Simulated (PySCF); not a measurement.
# C5H8Si: the cost of one run

Programs: PySCF 2.14.0, with density-fitted response routines of our own. Each step states its level of theory. These are calculated values for one molecule in the gas phase, unless marked as measured. Atoms are numbered from 0 throughout.

## 1. The starting structure

14 atoms, charge 0, multiplicity 1; geometry from: GFN2-xTB. The atoms were then displaced at random by about 0.01 Å, so the start is not that level's minimum.

Bonds of the start (Å): C0–C1 1.34, C1–C2 1.42, C2–C3 1.15, C3–C4 1.48, C4–Si5 1.92, C0–H6 1.07, C0–H7 1.08, C1–H8 1.11, C4–H9 1.11, C4–H10 1.08, Si5–H11 1.46, Si5–H12 1.46, Si5–H13 1.47.

## 2. Optimising the geometry at PBE0-D3(BJ)/def2-SVP

The job: settings as JSON, then the geometry in Å.

```
{"job": {"xc": "PBE0", "basis": "def2-SVP", "d3": "d3bj", "grid": 1, "shake": 0.01, "kind": "geom"}, "charge": 0, "multiplicity": 1}
C      3.213120     0.564150    -0.106980
C      2.280930     0.585900     0.859050
C      0.991160     0.000170     0.736230
C     -0.042530    -0.509080     0.664140
C     -1.388370    -1.104700     0.555960
Si    -2.675330     0.182690    -0.056780
H      3.007090     0.124520    -1.063790
H      4.172060     1.057270     0.011050
H      2.494430     1.063280     1.836200
H     -1.686270    -1.480580     1.556840
H     -1.357200    -1.951880    -0.109520
H     -3.963010    -0.499730    -0.108100
H     -2.305710     0.652360    -1.393220
H     -2.747540     1.300540     0.891190
```

Run with:

```bash
$ OMP_NUM_THREADS=1 python probes_run.py task.json out
```

One launch serves the whole session: the jobs run in the order shown.

**Question.** How long does this first job take on 1 thread of Arm Neoverse N1, shared host, and how much memory does it need?

About 67 s, with a peak of 0.52 GiB.
